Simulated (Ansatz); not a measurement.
# Nb2Pd under changes of volume

One of the cells (17.001 Å³/atom); the others are scaled copies at fixed shape and fractional positions:

```
Pd Nb
1.0
     0.00000    2.14539    6.53792
     1.81814    0.00000    6.53792
     1.81814    2.14539    0.00000
Pd Nb
1 2
Direct
  0.00000 0.00000 0.00000
  0.66233 0.66233 0.33767
  0.33767 0.33767 0.66233
```

The cell comes from a database or a generator and needn't be the stable form of this composition.

```yaml
Program: Ansatz 0.2.0
Functional: PBEsol
Potentials_or_basis: all-electron LAPW, scalar-relativistic
Cutoff: 254 eV (chosen from the basis error)
Basis_error_allowed: 0.001 eV/atom
k_mesh: 10 × 10 × 10
Occupations: fermi-dirac, width 0.05 eV
Spin: no spin polarisation
```

```csv
volume (Å³/atom),energy over the lowest point (meV/atom),pressure (GPa),largest force (eV/Å)
15.981,6.76,5.5,0.057
16.321,0.00,1.0,0.049
16.661,2.42,-3.1,0.037
17.001,13.05,-6.8,0.024
17.341,?,?,?
17.681,55.57,-13.0,0.008
18.021,85.98,-15.6,0.026
```

Task: What does the run at 17.341 Å³/atom give?

Result: Energy over the lowest point 31.02 meV/atom; pressure -10.0 GPa; largest force 0.009 eV/Å.

Worked out: A Birch-Murnaghan fit of order 3 (a polynomial in V^(-2/3)) to the other rows has its minimum at 16.40 Å³/atom with B0 = V·E''(V) = 203 GPa and B' = 4.4 at fixed shape and positions, which overstates the stiffness. It gives 31.03 meV/atom at 17.341 Å³/atom, against the run's 31.02, and -dE/dV = -10.1 GPa, against -10.0.

Energies are extrapolated to zero smearing.
